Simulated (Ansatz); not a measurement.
**C2H2OSe: basis-set convergence**

How large a basis does C2H2OSe need? Two functionals are run in growing sets.

Method: one geometry, several basis sets; program: Ansatz 0.2.0, Gaussian basis.

Plan: PBE0-D4/def2-SVP; ωB97M-V/def2-SVP; PBE0-D4/def2-QZVPP; ωB97M-V/def2-QZVPP; the functionals' def2-TZVPP values are taken from earlier runs.

### Step 1. Structure used throughout

All runs share one geometry, relaxed beforehand with PBE0-D4 in a triple-zeta def2 set.

SMILES `OC#C[SeH]`, 6 atoms, charge 0, spin multiplicity 1.

Atoms are counted from 1 here; the program's logs count them from 0.

Bond lengths: O1–C2 1.299 Å, O1–H5 0.965 Å, C2–C3 1.204 Å, C3–Se4 1.818 Å, Se4–H6 1.474 Å. Angles: C2–O1–H5 110.4°, O1–C2–C3 175.6°, C2–C3–Se4 173.4°, C3–Se4–H6 96.1°.

Geometry (Å):

```xyz
6
C2H2OSe
O     1.9085   -0.7217    0.4072
C     0.6859   -0.3940    0.1140
C    -0.4713   -0.1175   -0.0717
Se   -2.2250    0.1336   -0.4806
H     2.5180   -0.3746   -0.2558
H    -2.3740    1.4101    0.2407
```

### Step 2. PBE0-D4 in def2-SVP

File in.yaml:

```yaml
crystal:
  periodic: [false, false, false]
  atoms:
    - {symbol: O, position_ang: [1.908457, -0.721734, 0.407245]}
    - {symbol: C, position_ang: [0.685922, -0.394015, 0.114011]}
    - {symbol: C, position_ang: [-0.471346, -0.117456, -0.071671]}
    - {symbol: Se, position_ang: [-2.224953, 0.133641, -0.480608]}
    - {symbol: H, position_ang: [2.517977, -0.374620, -0.255829]}
    - {symbol: H, position_ang: [-2.373956, 1.410081, 0.240652]}
basis:
  gaussian: {orbitals: def2-SVP}
hamiltonian: {xc: pbe0, dispersion: d4}
output: {orbitals: {seedname: orbitals}}
```

Started as:

```
$ ansatz run in.yaml --threads 2 --pin off --events-out ev --progress --plain --max-ram 4352MiB
```

The runs that follow: ωB97M-V in def2-SVP; PBE0-D4 in def2-QZVPP; ωB97M-V in def2-QZVPP.

Before running them: what should the planned runs give, taken together? Wanted: PBE0-D4: double and triple zeta above quadruple; ωB97M-V: double and triple zeta above quadruple.

The runs gave:

```
                                       quantity           value
PBE0-D4: double and triple zeta above quadruple  14.40, 1.60 eV
ωB97M-V: double and triple zeta above quadruple  14.46, 1.54 eV
```

What this shows: For PBE0-D4 the step from double to triple zeta gains 12.81 eV and the next only 1.60 eV. These are total energies; as a rule much of such shifts cancels in differences, which this series doesn't test. The LUMO of ωB97M-V is positive and keeps falling with the basis (2.33 to 1.16 eV): an unbound level that the basis holds in place.
